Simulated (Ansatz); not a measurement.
SnSe2:

```
Sn Se
1.0
     3.81100    0.00000    0.00000
    -1.90550    3.30042    0.00000
     0.00000    0.00000    6.13600
Sn Se
1 2
Direct
  0.00000 0.00000 0.00000
  0.66667 0.33333 0.75100
  0.33333 0.66667 0.24900
```

Base run:

```yaml
Program: Ansatz 0.2.0
Functional: r2SCAN
Potentials_or_basis: Ansatz PAW
Cutoff: "500 eV (not typed: the program's choice for these potentials)"
k_mesh: 5 × 5 × 3
Occupations: fermi-dirac, width 0.05 eV
Spin: no spin polarisation
```

Its results: band gap on the k mesh 1.09 eV, indirect (least direct gap 1.54 eV); pressure 3.7 GPa; largest force 0.482 eV/Å.

The run is repeated on the same cell with these changes: functional from r2SCAN to LDA; cutoff from 500 eV (not typed: the program's choice for these potentials) to 420 eV (not typed: the program's choice for these potentials). What comes out?

Band gap on the k mesh 0.66 eV, indirect (least direct gap 0.88 eV); pressure 0.9 GPa; largest force 0.428 eV/Å.

r2SCAN gives the wider gap, since meta-GGAs in the generalised Kohn-Sham scheme recover part of the derivative discontinuity.

Caveats: odd divisions of the mesh miss points on the zone boundary, where band edges often lie, so the gap on the mesh can be too wide; spin-orbit coupling is left out, which moves the levels of the heavy elements; the PAW data sets come from PBE, with cores solved anew for the run's functional, which leaves a small shift of forces and pressure; the density of states is complete only up to the lowest level of the last band computed.

A k mesh can miss the band edges.
